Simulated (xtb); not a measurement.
# doublet CH2F2GeO+: GFN0-xTB

We compute a single-point energy of doublet CH2F2GeO+. The job is set up through a Python script.

The results are computed with xtb 6.7.1.

1 further run of the same task is left out (set aside as unsound or not needed).

**1. The system as given**

The species is CH2F2GeO+ (7 atoms), meant as a doublet with charge +1. As SMILES of the parent species, `[F][Ge]1([F])[CH2][O]1`. The shape is built from the SMILES string. That shape belongs to the parent species and isn't relaxed for this state.

Bond lengths: F1–Ge2 1.734 Å, Ge2–F3 1.737 Å, Ge2–C4 1.948 Å, Ge2–O5 1.762 Å, C4–O5 1.392 Å, C4–H6 1.108 Å, C4–H7 1.105 Å. Some angles: F1–Ge2–F3 120.4°, F1–Ge2–C4 113.2°, F1–Ge2–O5 123.1°, F3–Ge2–C4 116.7°, F3–Ge2–O5 115.2°, C4–Ge2–O5 43.7°, Ge2–C4–O5 61.0°, Ge2–O5–C4 75.3°, Ge2–C4–H6 111.1°, Ge2–C4–H7 119.0°.

**2. A single-point energy at GFN0-xTB**

The input, mol.xyz:

```xyz
7

F      1.669701   -1.513908   -0.280700
Ge     0.931263   -0.004448    0.145173
F      1.747702    1.494317   -0.175861
C     -1.005127   -0.010682   -0.071423
O     -0.469805    0.115681    1.207339
H     -1.348821    0.894031   -0.610882
H     -1.524913   -0.974992   -0.213648
```

The input, run_xtb.py:

```python
from pathlib import Path
import subprocess as sp
from rdkit import Chem
from rdkit.Chem import AllChem

smiles = "[F][Ge]1([F])[CH2][O]1"
mol = Chem.AddHs(Chem.MolFromSmiles(smiles))
params = AllChem.ETKDGv3()
params.randomSeed = 921
AllChem.EmbedMolecule(mol, params)
AllChem.MMFFOptimizeMolecule(mol)
Path("mol.xyz").write_text(Chem.MolToXYZBlock(mol))

cmd = ["xtb", "--gfn0", "-c", "1", "--uhf", "1", "--pop", "--", "mol.xyz"]
with open("xtb.out", "w") as log:
    sp.run(cmd, stdout=log, stderr=sp.DEVNULL)
print(open("xtb.out").read())
```

Launch:

```bash
$ python run_xtb.py
```

Q: Predict the results. Wanted: total energy; HOMO energy; LUMO energy; dispersion energy; mean polarisability.

Answer, from the run:

Level: GFN0-xTB.

```
                      quantity         value
                  total energy  -14.37862 Eh
   HOMO energy (partly filled)     -10.26 eV
                   LUMO energy      -7.27 eV
             dispersion energy  -3.27 kJ/mol
mean polarisability (D4 model)    50.3 bohr³
```
